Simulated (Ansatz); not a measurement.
TeW2:

```
Te W
1.0
     0.00000    3.12995    3.12995
     3.12995    0.00000    3.12995
     3.12995    3.12995    0.00000
Te W
1 2
Direct
  0.00000 0.00000 0.00000
  0.25000 0.25000 0.25000
  0.75000 0.75000 0.75000
```

The cell was built by a generator and needn't be a form met in nature.

```yaml
Program: Ansatz 0.2.0
Task: single point
Functional: PBE
Potentials_or_basis: all-electron LAPW, scalar-relativistic
Cutoff: 283 eV (chosen from the basis error)
Basis_error_allowed: 0.001 eV/atom
k_mesh: 7 × 7 × 7
Occupations: fermi-dirac, width 0.05 eV
Spin: no spin polarisation
```

On this cell: pressure -0.9 GPa; largest force zero by symmetry; band gap on the k mesh none (metal or under the smearing width).

The same run follows on a disturbed copy (atoms moved at random, drawn with an rms of 0.05 Å):

```xyz
3
Lattice="0.0000 3.1299 3.1299 3.1299 0.0000 3.1299 3.1299 3.1299 0.0000" Properties=species:S:1:pos:R:3 pbc="T T T"
Te    0.0222   -0.0034    0.0262
W     1.5065    1.5691    1.5663
W     4.7178    4.7308    4.7228
```

Problem. What changes?

Solution. The energy (extrapolated to zero smearing) moves by +6.8 meV/atom; pressure -0.5 GPa; largest force 0.662 eV/Å; band gap on the k mesh none (metal or under the smearing width).

Forces in eV/Å, atoms in the order of the input:
```
Te  -0.576  0.287 -0.155
W    0.299 -0.082  0.105
W    0.277 -0.205  0.050
```

Stress tensor (GPa, compression positive):
```
-1.01  0.90  1.27
 0.90 -0.24  2.72
 1.27  2.72 -0.18
```
